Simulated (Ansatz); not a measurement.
# C₄H₁₂Hf: one species, many methods

The task here is to estimate one member of a computed series from the others.

Method: functionals in def2-TZVPP, the program's frozen cores in correlated methods; program: Ansatz 0.2.0, Gaussian basis.

Levels to be run: LDA (SPW92), PBE-D4, revPBE-D4, BLYP-D4, r2SCAN-D4, B97M-V, PBE0-D4, B3LYP-D4, r2SCANh-D4, r2SCAN0-D4, HSE06-D4, BHLYP-D4, CAM-B3LYP-D4, LC-ωPBE, ωB97X-V, ωB97M-V, B2PLYP, PBE-QIDH; CCSD(T)/def2-SVP; CCSD(T)/def2-TZVPP; MP2/def2-QZVPP; extrapolation to the limit; RPA on PBE.

1 further run of the same task is left out (for a known fault of the program).

## The relaxed structure

An earlier PBE0-D4 in a triple-zeta def2 set relaxation fixed the geometry. Hf takes the def2 core potential; no spin-orbit term is included.

SMILES `[CH3][Hf]([CH3])([CH3])[CH3]`, 17 atoms, charge 0, spin multiplicity 1.

Atoms are counted from 1 here; the program's logs count them from 0.

Bond lengths: C1–Hf2 2.217 Å, C1–H6 1.097 Å, C1–H7 1.097 Å, C1–H8 1.097 Å, Hf2–C3 2.217 Å, Hf2–C4 2.217 Å, Hf2–C5 2.217 Å, C3–H9 1.098 Å, C3–H10 1.098 Å, C3–H11 1.098 Å, C4–H12 1.097 Å, C4–H13 1.097 Å, C4–H14 1.097 Å, C5–H15 1.097 Å, C5–H16 1.098 Å, C5–H17 1.098 Å. Angles: Hf2–C1–H6 111.6°, Hf2–C1–H7 111.7°, Hf2–C1–H8 111.7°, H6–C1–H7 107.2°, H6–C1–H8 107.2°, H7–C1–H8 107.2°, C1–Hf2–C3 109.5°, C1–Hf2–C4 109.5°, C1–Hf2–C5 109.5°, C3–Hf2–C4 109.5°, C3–Hf2–C5 109.5°, C4–Hf2–C5 109.5°, Hf2–C3–H9 111.7°, Hf2–C3–H10 111.7°, Hf2–C3–H11 111.7°, H9–C3–H10 107.2°, H9–C3–H11 107.2°, H10–C3–H11 107.2° and more.

As a file:

| atom | x (Å) | y (Å) | z (Å) |
| --- | --- | --- | --- |
| C1 | -1.14023 | 0.63645 | 1.79166 |
| Hf2 | -0.00015 | -0.00017 | -0.00006 |
| C3 | 1.95966 | 1.03578 | -0.03560 |
| C4 | 0.32419 | -2.19223 | 0.07079 |
| C5 | -1.14379 | 0.51986 | -1.82688 |
| H6 | -0.60110 | 1.40235 | 2.36350 |
| H7 | -1.32844 | -0.20386 | 2.47187 |
| H8 | -2.11592 | 1.06007 | 1.52159 |
| H9 | 2.11222 | 1.64479 | 0.86462 |
| H10 | 2.04771 | 1.70656 | -0.89989 |
| H11 | 2.79330 | 0.32406 | -0.09104 |
| H12 | -0.06299 | -2.68851 | -0.82827 |
| H13 | -0.17683 | -2.64799 | 0.93434 |
| H14 | 1.39040 | -2.44140 | 0.14536 |
| H15 | -1.43734 | -0.37571 | -2.38926 |
| H16 | -2.06362 | 1.06830 | -1.58678 |
| H17 | -0.55710 | 1.15166 | -2.50595 |

Set-up of the first run:

Contents of in.yaml:

```yaml
crystal:
  periodic: [false, false, false]
  atoms:
    - {symbol: C, position_ang: [-1.140225, 0.636449, 1.791661]}
    - {symbol: Hf, position_ang: [-0.000151, -0.000173, -0.000059]}
    - {symbol: C, position_ang: [1.959663, 1.035776, -0.035598]}
    - {symbol: C, position_ang: [0.324185, -2.192232, 0.070785]}
    - {symbol: C, position_ang: [-1.143789, 0.519864, -1.826876]}
    - {symbol: H, position_ang: [-0.601103, 1.402348, 2.363500]}
    - {symbol: H, position_ang: [-1.328436, -0.203857, 2.471871]}
    - {symbol: H, position_ang: [-2.115917, 1.060065, 1.521587]}
    - {symbol: H, position_ang: [2.112218, 1.644790, 0.864623]}
    - {symbol: H, position_ang: [2.047708, 1.706558, -0.899890]}
    - {symbol: H, position_ang: [2.793303, 0.324063, -0.091038]}
    - {symbol: H, position_ang: [-0.062992, -2.688508, -0.828271]}
    - {symbol: H, position_ang: [-0.176835, -2.647989, 0.934340]}
    - {symbol: H, position_ang: [1.390403, -2.441400, 0.145357]}
    - {symbol: H, position_ang: [-1.437335, -0.375712, -2.389257]}
    - {symbol: H, position_ang: [-2.063619, 1.068297, -1.586785]}
    - {symbol: H, position_ang: [-0.557097, 1.151661, -2.505950]}
basis:
  gaussian: {orbitals: def2-TZVPP}
hamiltonian: {xc: lda}
output: {orbitals: {seedname: orbitals}}
```

The run is started by

```
> ansatz run in.yaml --threads 2 --pin off --events-out ev --progress --plain --max-ram 22528MiB --backend cuda --devices 0, --max-vram 18GiB
```

Among the steps run: LDA; PBE-D4 (GGA); revPBE-D4 (GGA); BLYP-D4 (GGA); r2SCAN-D4 (meta-GGA); B97M-V (meta-GGA); B3LYP-D4 (hybrid); r2SCANh-D4 (hybrid); r2SCAN0-D4 (hybrid); HSE06-D4 (hybrid); BHLYP-D4 (hybrid); CAM-B3LYP-D4 (range-separated); LC-ωPBE (range-separated); ωB97X-V (range-separated); ωB97M-V (range-separated); B2PLYP (double hybrid); PBE-QIDH (double hybrid).

One table of the session follows, with a row left open; its other results are not shown here.

It belongs to the step «Orbital energies across the functionals». 

```
  functional  HOMO (eV)  gap (eV)
 LDA (SPW92)      -6.16      4.62
      PBE-D4      -6.05      4.78
   revPBE-D4      -6.01      4.83
     BLYP-D4      -5.93      4.76
   r2SCAN-D4      -6.33      5.37
      B97M-V      -6.42      5.47
     PBE0-D4      -7.36      7.09
    B3LYP-D4      -7.14      6.60
  r2SCANh-D4      -6.81      6.21
  r2SCAN0-D4      -7.55      7.47
    HSE06-D4      -6.96      6.31
    BHLYP-D4      -8.58      9.18
CAM-B3LYP-D4          ?         ?
     LC-ωPBE     -10.18     12.04
     ωB97X-V      -9.81     11.46
     ωB97M-V      -9.68     10.81
```

**Question.** Estimate the row for CAM-B3LYP-D4.

As computed: HOMO (eV): -8.77; gap (eV): 9.54. In the column «HOMO (eV)» it lies between ωB97M-V (-9.68) and BHLYP-D4 (-8.58).
